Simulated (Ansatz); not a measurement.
# CH5FGeO: one species, many methods

The task here is to estimate one member of a computed series from the others.

The runs use Ansatz 0.2.0, Gaussian basis; functionals in def2-TZVPP, the program's frozen cores in correlated methods.

Levels to be run: LDA (SPW92), PBE-D4, revPBE-D4, BLYP-D4, r2SCAN-D4, B97M-V, PBE0-D4, B3LYP-D4, r2SCANh-D4, r2SCAN0-D4, HSE06-D4, BHLYP-D4, CAM-B3LYP-D4, LC-ωPBE, ωB97X-V, ωB97M-V, B2PLYP, PBE-QIDH; CCSD(T)/def2-SVP; CCSD(T)/def2-TZVPP; MP2/def2-QZVPP; extrapolation to the limit; RPA on PBE.

### The geometry

All runs share one geometry, relaxed beforehand with PBE0-D4 in a triple-zeta def2 set.

SMILES `[CH3][GeH]([OH])[F]`, 9 atoms, charge 0, spin multiplicity 1.

Atoms are counted from 1 here; the program's logs count them from 0.

Bond lengths: C1–Ge2 1.923 Å, C1–H5 1.090 Å, C1–H6 1.091 Å, C1–H7 1.090 Å, Ge2–O3 1.766 Å, Ge2–F4 1.745 Å, Ge2–H8 1.538 Å, O3–H9 0.960 Å. Angles: Ge2–C1–H5 108.9°, Ge2–C1–H6 110.1°, Ge2–C1–H7 110.2°, H5–C1–H6 109.1°, H5–C1–H7 109.3°, H6–C1–H7 109.2°, C1–Ge2–O3 107.0°, C1–Ge2–F4 108.4°, C1–Ge2–H8 118.4°, O3–Ge2–F4 106.8°, O3–Ge2–H8 111.2°, F4–Ge2–H8 104.4°, Ge2–O3–H9 113.6°.

Geometry (Å):

```
C    -0.6690    0.9769   -0.5842
Ge    0.0883   -0.6437    0.1215
O     1.2700   -0.1707    1.3455
F     0.9744   -1.4386   -1.1538
H     0.1389    1.6249   -0.9246
H    -1.2379    1.4935    0.1897
H    -1.3271    0.7513   -1.4235
H    -0.8655   -1.7251    0.6568
H     1.7165   -0.9147    1.7555
```

The first run:

in.yaml

```yaml
crystal:
  periodic: [false, false, false]
  atoms:
    - {symbol: C, position_ang: [-0.669024, 0.976880, -0.584176]}
    - {symbol: Ge, position_ang: [0.088345, -0.643686, 0.121534]}
    - {symbol: O, position_ang: [1.270042, -0.170654, 1.345472]}
    - {symbol: F, position_ang: [0.974361, -1.438602, -1.153827]}
    - {symbol: H, position_ang: [0.138916, 1.624948, -0.924649]}
    - {symbol: H, position_ang: [-1.237932, 1.493478, 0.189691]}
    - {symbol: H, position_ang: [-1.327083, 0.751272, -1.423489]}
    - {symbol: H, position_ang: [-0.865545, -1.725143, 0.656808]}
    - {symbol: H, position_ang: [1.716522, -0.914693, 1.755536]}
basis:
  gaussian: {orbitals: def2-TZVPP}
hamiltonian: {xc: lda}
output: {orbitals: {seedname: orbitals}}
```

Launch:

```
$ ansatz run in.yaml --threads 4 --pin off --events-out ev --progress --plain --max-ram 10444MiB
```

Among the steps run: LDA; PBE-D4 (GGA); revPBE-D4 (GGA); BLYP-D4 (GGA); r2SCAN-D4 (meta-GGA); B97M-V (meta-GGA); B3LYP-D4 (hybrid); r2SCANh-D4 (hybrid); r2SCAN0-D4 (hybrid); HSE06-D4 (hybrid); BHLYP-D4 (hybrid); CAM-B3LYP-D4 (range-separated); LC-ωPBE (range-separated); ωB97X-V (range-separated); ωB97M-V (range-separated); B2PLYP (double hybrid); PBE-QIDH (double hybrid).

One of the session's tables, all rows but one given; the rest of the session is left out.

It belongs to the step «Frontier levels by functional». 

| functional | HOMO (eV) | LUMO (eV) | gap (eV) |
| --- | --- | --- | --- |
| LDA (SPW92) | -7.48 | -0.50 | 6.98 |
| PBE-D4 | -7.32 | -0.29 | 7.02 |
| revPBE-D4 | -7.25 | -0.20 | 7.05 |
| BLYP-D4 | -7.23 | -0.32 | 6.91 |
| r2SCAN-D4 | -7.70 | 0.25 | 7.95 |
| B97M-V | -7.81 | -0.03 | 7.78 |
| PBE0-D4 | -8.93 | 0.64 | 9.57 |
| B3LYP-D4 | -8.69 | 0.27 | 8.96 |
| r2SCANh-D4 | ? | ? | ? |
| r2SCAN0-D4 | -9.18 | 1.00 | 10.18 |
| HSE06-D4 | -8.52 | 0.27 | 8.79 |
| BHLYP-D4 | -10.36 | 1.37 | 11.73 |
| CAM-B3LYP-D4 | -10.37 | 1.48 | 11.85 |
| LC-ωPBE | -11.72 | 2.84 | 14.56 |
| ωB97X-V | -11.37 | 2.64 | 14.02 |
| ωB97M-V | -11.24 | 2.25 | 13.49 |

**Question.** Estimate the row for r2SCANh-D4.

Worked estimate for «HOMO (eV)». Against the share of exact exchange, r2SCAN-D4 (0, -7.70), r2SCAN0-D4 (0.25, -9.18) give a slope of -5.92 per unit share; at 0.1 the line stands at -8.29.

**Answer.** HOMO (eV): -8.31; LUMO (eV): 0.56; gap (eV): 8.87. In «HOMO (eV)» the line misses by +0.02.
